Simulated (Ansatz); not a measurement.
# BSiNH4S (SMILES S[SiH]1BN1): HF/STO-3G

What is the vertical singlet–triplet gap of BSiNH4S at HF/STO-3G? 

The calculation is run with Ansatz 0.2.0.

97 further runs of the same task are left out: 97 set aside as unsound or not needed.

## (1) Starting point

The species is BSiNH4S (8 atoms), meant as a singlet with charge 0. As SMILES, `S[SiH]1BN1`. Geometry: relaxed at PBE0-D4/def2-TZVP. This is one conformer, not always the lowest.

Bond lengths: S1–Si2 2.130 Å, Si2–B3 1.919 Å, Si2–N4 1.750 Å, B3–N4 1.383 Å, S1–H5 1.344 Å, Si2–H6 1.482 Å, B3–H7 1.188 Å, N4–H8 1.010 Å. Some angles: S1–Si2–B3 124.2°, S1–Si2–N4 118.5°, B3–Si2–N4 44.0°, Si2–B3–N4 61.5°, Si2–N4–B3 74.5°, S1–Si2–H6 108.2°, B3–Si2–H6 127.6°, N4–Si2–H6 114.3°, Si2–S1–H5 95.1°, Si2–B3–H7 162.4°.

## (2) A single-point energy at HF/STO-3G

The input, molecule.yaml:

```yaml
crystal:
  periodic: [false, false, false]
  atoms:
    - symbol: S
      position_ang: [-2.198700, -0.554700, -0.360400]
    - symbol: Si
      position_ang: [-0.326600, -0.039100, 0.515400]
    - symbol: B
      position_ang: [1.350500, -0.825500, 0.014200]
    - symbol: "N"
      position_ang: [0.999600, 0.392100, -0.541100]
    - symbol: H
      position_ang: [-2.816800, 0.582000, 0.001900]
    - symbol: H
      position_ang: [-0.578800, 0.932200, 1.605800]
    - symbol: H
      position_ang: [2.264800, -1.577600, -0.080200]
    - symbol: H
      position_ang: [1.398200, 1.033600, -1.211500]
basis:
  gaussian: {orbitals: STO-3G}
hamiltonian: {xc: hf}
accuracy: high
output: {orbitals: {seedname: orbitals}}
```

Run with:

```
$ ansatz run molecule.yaml --threads 1 --pin off --max-ram 2610MiB --events-out events.jsonl --progress --plain --runs-dir runs
```

The log of the run:

```text
Warning: RAYON_NUM_THREADS=1 ignored (pool sized by the plan → 1); use --threads N
Functional definition: HF
  name "HF"
  exchange = exact_x
  correlation = 0
643 factors; integrals over basis functions are off by at most 2.7e-8 eV
mean field evaluation 1: about -20657.5309 eV, gradient 2.1e1 eV
mean field evaluation 2: about -20657.5925 eV, gradient 2.1e1 eV
mean field evaluation 4: about -20659.4232 eV, gradient 2.1e0 eV
mean field evaluation 8: about -20659.4424 eV, gradient 2.3e-2 eV
mean field -20659.44241557 eV, -759.2205052990 hartree, gradient 7.9e-8 eV, S^2 0.000000; 0 other end points of the search recorded, 0 dependent functions left out
reference -20659.44241557 eV, -759.2205052990 hartree; 23, 23 occupied and 9, 9 virtual orbitals, 643 factors
Total energy: -20659.44241557 eV, -759.2205052990 hartree
```

Wall time 0.32 s (1 thread of Arm Neoverse V1, shared host).

## (3) The triplet, same level

The input, molecule.yaml:

```yaml
crystal:
  periodic: [false, false, false]
  atoms:
    - {symbol: S, position_ang: [-2.198700, -0.554700, -0.360400]}
    - {symbol: Si, position_ang: [-0.326600, -0.039100, 0.515400]}
    - {symbol: B, position_ang: [1.350500, -0.825500, 0.014200]}
    - {symbol: N, position_ang: [0.999600, 0.392100, -0.541100]}
    - {symbol: H, position_ang: [-2.816800, 0.582000, 0.001900]}
    - {symbol: H, position_ang: [-0.578800, 0.932200, 1.605800]}
    - {symbol: H, position_ang: [2.264800, -1.577600, -0.080200]}
    - {symbol: H, position_ang: [1.398200, 1.033600, -1.211500]}
basis:
  gaussian: {orbitals: STO-3G}
magnetization: {spin_polarized: true, initial_magnetization: 2}
hamiltonian: {xc: hf}
accuracy: high
output: {orbitals: {seedname: orbitals}}
```

Run with:

```
$ ansatz run molecule.yaml --threads 1 --pin off --max-ram 2610MiB --events-out events.jsonl --progress --plain --runs-dir runs
```

The log of the run, shortened:

```text
Warning: RAYON_NUM_THREADS=1 ignored (pool sized by the plan → 1); use --threads N
[... 2 set-up lines as earlier in the session ...]
[...]
643 factors; integrals over basis functions are off by at most 2.7e-8 eV
[...]
mean field -20654.15964077 eV, -759.0263669061 hartree, gradient 1.6e-8 eV, S^2 2.056875; 4 other end points of the search recorded, 0 dependent functions left out
reference -20654.15964077 eV, -759.0263669061 hartree; 24, 22 occupied and 8, 10 virtual orbitals, 643 factors
Total energy: -20654.15964077 eV, -759.0263669061 hartree
```

It took 1.6 s on 1 thread of Arm Neoverse V1, shared host; peak memory 0.094 GiB.

## (4) Results

Level: HF/STO-3G.

| quantity | value |
| --- | --- |
| singlet: total energy | -759.22051 Eh |
| singlet: HOMO energy | -6.81 eV |
| singlet: LUMO energy | 8.97 eV |
| singlet: HOMO–LUMO gap | 15.79 eV |
| triplet: total energy | -759.02637 Eh |
| triplet: HOMO energy (highest over α and β) | -3.27 eV |
| triplet: LUMO energy (lowest over α and β) | 3.89 eV |
| triplet: ⟨S²⟩ | 2.057 |
| vertical energy of the triplet above the singlet | 5.283 eV |

In words: At this shape the triplet lies 5.28 eV (510 kJ/mol) above the singlet. In a minimal basis such a difference can be off by several eV, whatever the method.
